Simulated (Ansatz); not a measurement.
This script drives Ansatz 0.2.0, Python API.

`ch10bpsi.py`
```python
"""Relax the CH10BPSi molecule."""

import itertools
import logging
import sys

import ansatz as az
from ase.data import atomic_numbers, covalent_radii
import numpy as np

logging.basicConfig(stream=sys.stdout, format="[%(levelname)s] %(message)s")
log = logging.getLogger("ansatz_job")
log.setLevel(logging.INFO)

GEOMETRY = """
Si    2.26330   -0.24440   -0.05340
C     0.51500    0.13710   -0.59790
B    -0.51650   -0.13710    0.59850
P    -2.28190    0.25430    0.02990
H     3.18740    0.01490   -1.16710
H     2.35800   -1.65770    0.34190
H     2.62070    0.61090    1.08820
H     0.45950    1.20250   -0.90440
H     0.26180   -0.50610   -1.46640
H    -0.46310   -1.28150    0.92880
H    -0.25060    0.55440    1.53270
H    -2.36200    1.60690   -0.35200
H    -3.17820    0.01020    1.08740
H    -2.61330   -0.56440   -1.06620
"""

mol = az.Crystal.molecule()
for line in GEOMETRY.strip().splitlines():
    symbol, *xyz = line.split()
    mol = mol.atom(symbol, [float(v) for v in xyz])

setup = mol.calculation().basis(gaussian="6-31G*").functional("hf")
symbols = [site.symbol for site in mol.cartesian_sites]
start = np.array([site.position_ang for site in mol.cartesian_sites], dtype=float)
def progress(event):
    if event["event"] == "relax_step":
        row = event["data"]
        log.info(f"step {row['step']:3d}  E = {row['lagrangian_ev']:.6f} eV  largest force component {row['allowed_force_max_ev_ang']:.4f} eV/A")


r = setup.relax(force_tolerance=0.01).session().plan().execute(on_event=progress).report
end = np.array(r["positions_ang"])

for key in ("converged", "free_energy_ev", "reference_energy_ev", "n_frozen", "n_occupied", "n_virtual"):
    log.info(f"{key:22s} {r[key]}")

# pairs closer than 1.2 times the sum of covalent radii, before or after
radius = [covalent_radii[atomic_numbers[s]] for s in symbols]
span = lambda where, i, j: np.linalg.norm(where[i] - where[j])
bonded = [(i, j) for i, j in itertools.combinations(range(len(symbols)), 2) if min(span(start, i, j), span(end, i, j)) < 1.2 * (radius[i] + radius[j])]
log.info("pair        before    after (A)")
for i, j in bonded:
    print(f"{symbols[i]}{i}-{symbols[j]}{j}".ljust(10), f"{span(start, i, j):8.4f} {span(end, i, j):8.4f}")
```

It is started by `python ch10bpsi.py`. How long does it take on 1 thread of Arm Neoverse V1, with other jobs on the host, and how much memory does it need?

It took about 22 s, with a peak of 0.22 GiB, for 1 run of the engine.

Output of `python ch10bpsi.py`:
```text
[INFO] step   1  E = -18992.336378 eV  largest force component 1.6830 eV/A
[INFO] step   2  E = -18992.741558 eV  largest force component 1.9886 eV/A
[INFO] step   3  E = -18992.810188 eV  largest force component 0.7403 eV/A
[INFO] step   4  E = -18992.831777 eV  largest force component 0.1735 eV/A
[INFO] step   5  E = -18992.835263 eV  largest force component 0.1114 eV/A
[INFO] step   6  E = -18992.835968 eV  largest force component 0.0282 eV/A
[INFO] step   7  E = -18992.836024 eV  largest force component 0.0074 eV/A
[INFO] converged              True
[INFO] free_energy_ev         -18992.83602429931
[INFO] reference_energy_ev    -18992.83602429931
[INFO] n_frozen               0
[INFO] n_occupied             [25, 25]
[INFO] n_virtual              [63, 63]
[INFO] pair        before    after (A)
Si0-C1       1.8704   1.8846
Si0-H4       1.4702   1.4836
Si0-H5       1.4706   1.4799
Si0-H6       1.4706   1.4799
C1-B2        1.6033   1.6254
C1-H7        1.1100   1.0908
C1-H8        1.1100   1.0908
B2-P3        1.8956   2.0768
B2-H9        1.1923   1.2080
B2-H10       1.1923   1.2080
P3-H11       1.4078   1.3920
P3-H12       1.4076   1.3912
P3-H13       1.4077   1.3920
```

Total energies depend on the basis set; only differences at equal settings carry meaning. The end point is the stationary point reached from this start; no frequency run checks that it is a minimum, and the basis set is modest.
